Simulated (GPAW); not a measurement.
AlFe3B:

```
Fe Al B
1.0
     3.82232    0.00000    0.00000
     0.00000    3.82232    0.00000
     0.00000    0.00000    3.82232
Fe Al B
3 1 1
Direct
  0.00000 0.00000 0.50000
  0.00000 0.50000 0.00000
  0.50000 0.00000 0.00000
  0.50000 0.50000 0.50000
  0.00000 0.00000 0.00000
```

The cell comes from a database or a generator and needn't be the stable form of this composition.

Base run:

* Program: GPAW 26.7.0
* Functional: PBEsol
* Potentials or basis: PAW data sets generated in the run's folder for this functional
* Cutoff: 800 eV
* Basis: pw
* k mesh: 7 × 7 × 7
* Occupations: fermi-dirac, width 0.05 eV
* Spin: collinear spin, ferromagnetic start
* Starting moments: [3.0, 3.0, 3.0, 0.0, 0.0] μB
* Hubbard terms: Fe d U = 1 eV

Its results: pressure -1.6 GPa; net moment 5.05 μB per cell; site moments Fe +1.85; Al -0.10; B -0.07 μB.

Problem. After a change of settings the same cell gave: pressure 9.0 GPa; net moment 6.72 μB per cell; site moments Fe +2.49; Al -0.13; B -0.10 μB. Which change was it?
A. hubbard terms from Fe d U = 1 eV to Fe d U = 4 eV
B. hubbard terms from Fe d U = 1 eV to none
C. hubbard terms from Fe d U = 1 eV to Fe d U = 3 eV

Solution. C.

Caveats: the U is typed as a test and isn't derived for this compound.

Not every run made on this cell is shown here.
